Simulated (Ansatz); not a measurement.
# TlBi2: the cost of one run

Program: Ansatz 0.2.0, driven from Python. The levels of theory stand in the script. These are calculated values, not measurements.

## 1. The structure

The structure is hexagonal, space group P6/mmm (No. 191). The conventional cell has a = 5.709 Å, b = 5.709 Å, c = 3.394 Å, α = 90.00°, β = 90.00°, γ = 120.00°. Tl (site symmetry 6/mmm) is surrounded by 2 Tl at 3.39 Å and 12 Bi at 3.71 Å. Around Bi (site symmetry -6m2) lie 5 Bi at 3.30 to 3.39 Å and 6 Tl at 3.71 Å.

The script holds or builds the structure itself.

## 2. The script

tlbi2_lattice.py

```python
import ansatz as az
import numpy as np

def edges_and_angles(cell):
    cell = np.asarray(cell)
    a, b, c = np.linalg.norm(cell, axis=1)
    cosines = cell[1] @ cell[2] / (b * c), cell[0] @ cell[2] / (a * c), cell[0] @ cell[1] / (a * b)
    return (a, b, c, *np.degrees(np.arccos(cosines)))


def main() -> None:
    lattice = az.Lattice.of(
        [5.7086645, 0.0, 0.0],
        [-2.85433225, 4.94384848, 0.0],
        [0.0, 0.0, 3.39375558],
    )
    sites = [
        ("Tl", [0.0, 0.0, 0.0]),
        ("Bi", [2 / 3, 1 / 3, 0.5]),
        ("Bi", [1 / 3, 2 / 3, 0.5]),
    ]
    xtal = az.Crystal(lattice=lattice)
    for symbol, position in sites:
        xtal = xtal.atom(symbol, position)

    calc = xtal.calculation()
    calc = calc.kpoints(6, 6, 8, center="gamma")
    calc = calc.occupations("cold", width=0.15)
    calc = calc.relax(cell=True)

    levels = [("pbesol", "d3bj"), ("blyp", "d3bj"), ("lda", "none")]
    print("level            a       b       c    alpha   beta  gamma  V/atom  steps")
    for name, dispersion in levels:
        seen = []
        run = calc.functional(name, dispersion=dispersion).session().plan()
        outcome = run.execute(on_event=lambda e: seen.append(e) if e["event"] == "relax_step" else None)
        cell = outcome.lattice.cell_ang
        label = name if dispersion == "none" else f"{name}+{dispersion}"
        print("{:13s} {:7.4f} {:7.4f} {:7.4f} {:6.2f} {:6.2f} {:6.2f}".format(label, *edges_and_angles(cell)), f"{abs(np.linalg.det(cell)) / len(outcome.lattice.sites):7.3f} {len(seen):5d}")


if __name__ == "__main__":
    main()
```

## 3. The input behind the calls

The engine receives this input (first run):

```yaml
crystal:
  lattice:
    - [5.7086645, 0.0, 0.0]
    - [-2.85433225, 4.94384848, 0.0]
    - [0.0, 0.0, 3.39375558]
  atoms:
    - { symbol: Tl, position: [0.0, 0.0, 0.0] }
    - { symbol: Bi, position: [0.6666666666666666, 0.3333333333333333, 0.5] }
    - { symbol: Bi, position: [0.3333333333333333, 0.6666666666666666, 0.5] }
kpoints:
  mp_grid:
    grid: [6, 6, 8]
    shift: [0.0, 0.0, 0.0]
hamiltonian:
  xc: pbesol
  dispersion: d3bj
scf:
  occupations:
    method: cold
    width: 0.15
relax:
  cell: {}
```

## 4. The run

Run with:

```bash
python tlbi2_lattice.py
```

What time and memory should one allow on 1 thread of Arm Neoverse V2, shared host?

About 50 s, with a peak of 0.5 GiB.
